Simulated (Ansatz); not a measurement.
# NiSe3: the cost of one run

Method: DFT PBE, scalar-relativistic, plane waves, PAW, in Ansatz 0.2.0.

## Step 1: The structure to begin with

Symmetry: Pm-3m, No. 221, cubic system. The conventional cell has a = 4.416 Å, b = 4.416 Å, c = 4.416 Å, α = 90.00°, β = 90.00°, γ = 90.00°. Around Ni (site symmetry m-3m) lie 12 Se at 3.12 Å. Se (site symmetry 4/mmm) has 4 Ni at 3.12 Å and 8 Se at 3.12 Å as nearest neighbours.

Structure file:

```xyz
4
Lattice="4.4158 0.0000 0.0000 0.0000 4.4158 0.0000 0.0000 0.0000 4.4158" Properties=species:S:1:pos:R:3 pbc="T T T"
Ni    0.0000    0.0000    0.0000
Se    0.0000    2.2079    2.2079
Se    2.2079    0.0000    2.2079
Se    2.2079    2.2079    0.0000
```

(A quick probe on a coarse mesh, which set the mesh and smearing, is not shown.)

## Step 3: A loose first relaxation

Input file input.yaml:

```yaml
crystal:
  lattice:
    - [4.4158272885, 0.0, 0.0]
    - [0.0, 4.4158272885, 0.0]
    - [0.0, 0.0, 4.4158272885]
  atoms:
    - { symbol: Ni, position: [0.0, 0.0, 0.0], spin: 0.64 }
    - { symbol: Se, position: [0.0, 0.5, 0.5] }
    - { symbol: Se, position: [0.5, 0.0, 0.5] }
    - { symbol: Se, position: [0.5, 0.5, 0.0] }
basis:
  ecutwfc: 420
kpoints:
  mp_grid: { grid: [4, 4, 4] }
hamiltonian:
  xc: pbe
scf:
  occupations: { method: gaussian, width: 0.1 }
  lower_state_search: "off"
output:
  forces: true
  stress: true
  eigenvalues: true
  populations: true
magnetization:
  spin_polarized: true
relax:
  adjacent_minimum: "off"
  f_tol: 0.04
  max_steps: 70
  cell: { stress_tol: 0.4 }
```

Run with:

```bash
ansatz run input.yaml --threads 1 --pin off --max-ram 2560MiB --backend cpu --events-out ev --progress --plain --runs-dir out
```

What time and memory should one allow on 1 thread of AMD EPYC 7B13 (Zen 3), shared host?

About 13 s, with a peak of 0.45 GiB.
